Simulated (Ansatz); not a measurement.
# WHO (quartet): from a generated start to a stationary point

Aim: relax a generated start of WHO (quartet) and see which bonds hold.

Program: Ansatz 0.2.0, Gaussian basis. Level of theory: UKS PBE0/def2-TZVP. These are calculated values, not measurements.

## 1. The starting structure

3 atoms, charge 0, spin multiplicity 4.

Atoms are counted from 1 here; the program's logs count them from 0.

Bond lengths: W1–O2 1.958 Å, W1–H3 2.398 Å, O2–H3 0.992 Å. Angles: O2–W1–H3 23.7°, W1–O2–H3 103.9°, W1–H3–O2 52.4°.

The start was built by rule and, where that kept it together, relaxed with GFN2-xTB. Sticks and bond lists go by distance. No spin-orbit coupling is included. Elements past krypton take def2 core potentials.

## 2. Relaxation

The input, in.yaml:

```yaml
crystal:
  periodic: [false, false, false]
  atoms:
    - {symbol: W, position_ang: [-0.166633, 0.012414, -0.000362]}
    - {symbol: O, position_ang: [1.781303, -0.189478, 0.004129]}
    - {symbol: H, position_ang: [2.117258, 0.743409, 0.000411]}
basis:
  gaussian: {orbitals: def2-TZVP}
magnetization: {spin_polarized: true, initial_magnetization: 3}
hamiltonian: {xc: pbe0}
relax: {f_tol: 0.004, max_steps: 80}
```

The run is started by

```sh
$ ansatz run in.yaml --threads 1 --pin off --events-out ev --progress --plain --max-ram 2176MiB
```

Q: Predict the outcome of this session. Wanted: energy gained; shift from the start; total energy; dipole moment; ⟨S²⟩.

**Answer**, as computed:

| quantity | value |
| --- | --- |
| steps | 7 |
| energy gained | 0.216 eV |
| shift from the start (rms) | 0.079 Å |
| total energy | -3884.4681 eV |
| dipole moment | 1.09 D |
| ⟨S²⟩ | 3.815 |

**Reading.** The bonds of the start are those of the end. W1–O2 went from 1.958 to 1.834 Å. No vibrations were run, so this is a stationary point, not a proven minimum, and this spin need not be the ground state's.
